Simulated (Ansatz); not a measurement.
# 64-atom supercell of rocksalt NaCl

What do PBEsol, HSE06 and r²SCAN give for the perfect crystal in this cell, and at what cost?

All numbers are computed with Ansatz 0.2.0 (PAW, plane waves).

**1. The system as built**

64 atoms (32 Cl, 32 Na); a = 11.200 Å, b = 11.200 Å, c = 11.200 Å, α = 90.00°, β = 90.00°, γ = 90.00°.

The runs, in order: (2) PBEsol single point at the Γ point alone, on 7 threads of Arm Neoverse-V2; (3) HSE06 single point at the Γ point alone, on 7 threads of Arm Neoverse-V2; (4) r²SCAN single point at the Γ point alone, on 7 threads of Arm Neoverse-V2.

**2. PBEsol on the given atoms**

Input file in.yaml:

```yaml
crystal:
  lattice:
    - [11.200000, 0.000000, 0.000000]
    - [0.000000, 11.200000, 0.000000]
    - [0.000000, 0.000000, 11.200000]
  atoms:
    - { symbol: Cl, position: [0.250000, 0.000000, 0.000000] }
    - { symbol: Cl, position: [0.250000, 0.000000, 0.500000] }
    - { symbol: Cl, position: [0.250000, 0.500000, 0.000000] }
    - { symbol: Cl, position: [0.250000, 0.500000, 0.500000] }
    - { symbol: Cl, position: [0.750000, 0.000000, 0.000000] }
    - { symbol: Cl, position: [0.750000, 0.000000, 0.500000] }
    - { symbol: Cl, position: [0.750000, 0.500000, 0.000000] }
    - { symbol: Cl, position: [0.750000, 0.500000, 0.500000] }
    - { symbol: Cl, position: [0.000000, 0.250000, 0.000000] }
    - { symbol: Cl, position: [0.000000, 0.250000, 0.500000] }
    - { symbol: Cl, position: [0.000000, 0.750000, 0.000000] }
    - { symbol: Cl, position: [0.000000, 0.750000, 0.500000] }
    - { symbol: Cl, position: [0.500000, 0.250000, 0.000000] }
    - { symbol: Cl, position: [0.500000, 0.250000, 0.500000] }
    - { symbol: Cl, position: [0.500000, 0.750000, 0.000000] }
    - { symbol: Cl, position: [0.500000, 0.750000, 0.500000] }
    - { symbol: Cl, position: [0.000000, 0.000000, 0.250000] }
    - { symbol: Cl, position: [0.000000, 0.000000, 0.750000] }
    - { symbol: Cl, position: [0.000000, 0.500000, 0.250000] }
    - { symbol: Cl, position: [0.000000, 0.500000, 0.750000] }
    - { symbol: Cl, position: [0.500000, 0.000000, 0.250000] }
    - { symbol: Cl, position: [0.500000, 0.000000, 0.750000] }
    - { symbol: Cl, position: [0.500000, 0.500000, 0.250000] }
    - { symbol: Cl, position: [0.500000, 0.500000, 0.750000] }
    - { symbol: Cl, position: [0.250000, 0.250000, 0.250000] }
    - { symbol: Cl, position: [0.250000, 0.250000, 0.750000] }
    - { symbol: Cl, position: [0.250000, 0.750000, 0.250000] }
    - { symbol: Cl, position: [0.250000, 0.750000, 0.750000] }
    - { symbol: Cl, position: [0.750000, 0.250000, 0.250000] }
    - { symbol: Cl, position: [0.750000, 0.250000, 0.750000] }
    - { symbol: Cl, position: [0.750000, 0.750000, 0.250000] }
    - { symbol: Cl, position: [0.750000, 0.750000, 0.750000] }
    - { symbol: Na, position: [0.000000, 0.000000, 0.000000] }
    - { symbol: Na, position: [0.000000, 0.000000, 0.500000] }
    - { symbol: Na, position: [0.000000, 0.500000, 0.000000] }
    - { symbol: Na, position: [0.000000, 0.500000, 0.500000] }
    - { symbol: Na, position: [0.500000, 0.000000, 0.000000] }
    - { symbol: Na, position: [0.500000, 0.000000, 0.500000] }
    - { symbol: Na, position: [0.500000, 0.500000, 0.000000] }
    - { symbol: Na, position: [0.500000, 0.500000, 0.500000] }
    - { symbol: Na, position: [0.250000, 0.250000, 0.000000] }
    - { symbol: Na, position: [0.250000, 0.250000, 0.500000] }
    - { symbol: Na, position: [0.250000, 0.750000, 0.000000] }
    - { symbol: Na, position: [0.250000, 0.750000, 0.500000] }
    - { symbol: Na, position: [0.750000, 0.250000, 0.000000] }
    - { symbol: Na, position: [0.750000, 0.250000, 0.500000] }
    - { symbol: Na, position: [0.750000, 0.750000, 0.000000] }
    - { symbol: Na, position: [0.750000, 0.750000, 0.500000] }
    - { symbol: Na, position: [0.250000, 0.000000, 0.250000] }
    - { symbol: Na, position: [0.250000, 0.000000, 0.750000] }
    - { symbol: Na, position: [0.250000, 0.500000, 0.250000] }
    - { symbol: Na, position: [0.250000, 0.500000, 0.750000] }
    - { symbol: Na, position: [0.750000, 0.000000, 0.250000] }
    - { symbol: Na, position: [0.750000, 0.000000, 0.750000] }
    - { symbol: Na, position: [0.750000, 0.500000, 0.250000] }
    - { symbol: Na, position: [0.750000, 0.500000, 0.750000] }
    - { symbol: Na, position: [0.000000, 0.250000, 0.250000] }
    - { symbol: Na, position: [0.000000, 0.250000, 0.750000] }
    - { symbol: Na, position: [0.000000, 0.750000, 0.250000] }
    - { symbol: Na, position: [0.000000, 0.750000, 0.750000] }
    - { symbol: Na, position: [0.500000, 0.250000, 0.250000] }
    - { symbol: Na, position: [0.500000, 0.250000, 0.750000] }
    - { symbol: Na, position: [0.500000, 0.750000, 0.250000] }
    - { symbol: Na, position: [0.500000, 0.750000, 0.750000] }
kpoints:
  mp_grid: { grid: [1, 1, 1] }
hamiltonian:
  xc: pbesol
scf:
  occupations: { method: fermi_dirac, width: 0.01 }
output:
  forces: true
  eigenvalues: true
  stress: true
  populations: true
  eigenstates: { kpoints: [[0, 0, 0]], e_range: [-6.0, 6.0], localisation: true }
```

The run is started by

```
$ ansatz run in.yaml --threads 7 --pin off --max-ram 13300MiB --runs-dir r --events-out ev --progress --plain
```

**3. HSE06 on the same atoms**

Edit in.yaml of step 2 so:

```diff
@@ -73,3 +73,3 @@
 hamiltonian:
-  xc: pbesol
+  xc: hse06
 scf:
@@ -79,3 +79,2 @@
   eigenvalues: true
-  stress: true
   populations: true
```

**4. Single point with r²SCAN**

Edit in.yaml of step 3 so:

```diff
@@ -73,3 +73,3 @@
 hamiltonian:
-  xc: hse06
+  xc: r2scan
 scf:
```

Before running it: what results should come out? Wanted: for each run, top filled to lowest empty; energy; pressure.

**Answer**, as computed:

```
 level                     time  top filled to lowest empty (eV)  energy (eV/atom)  pressure (GPa)
PBEsol     13 s (7 CPU threads)                             5.01        -1270.1415            0.06
 HSE06  4.5 min (7 CPU threads)                             6.58        -1285.2466               -
r²SCAN     21 s (7 CPU threads)                             5.99        -1288.1624               -
```

**Reading.** At the same k points, PBEsol gives a spacing 1.56 eV smaller and r²SCAN gives a spacing 0.59 eV smaller than the 6.58 eV of HSE06. Exact exchange costs time: HSE06 ran about 21 times as long as PBEsol on the same kind of device. With one k point the spacing samples only the states that fold onto it, so it can exceed the gap over the zone.
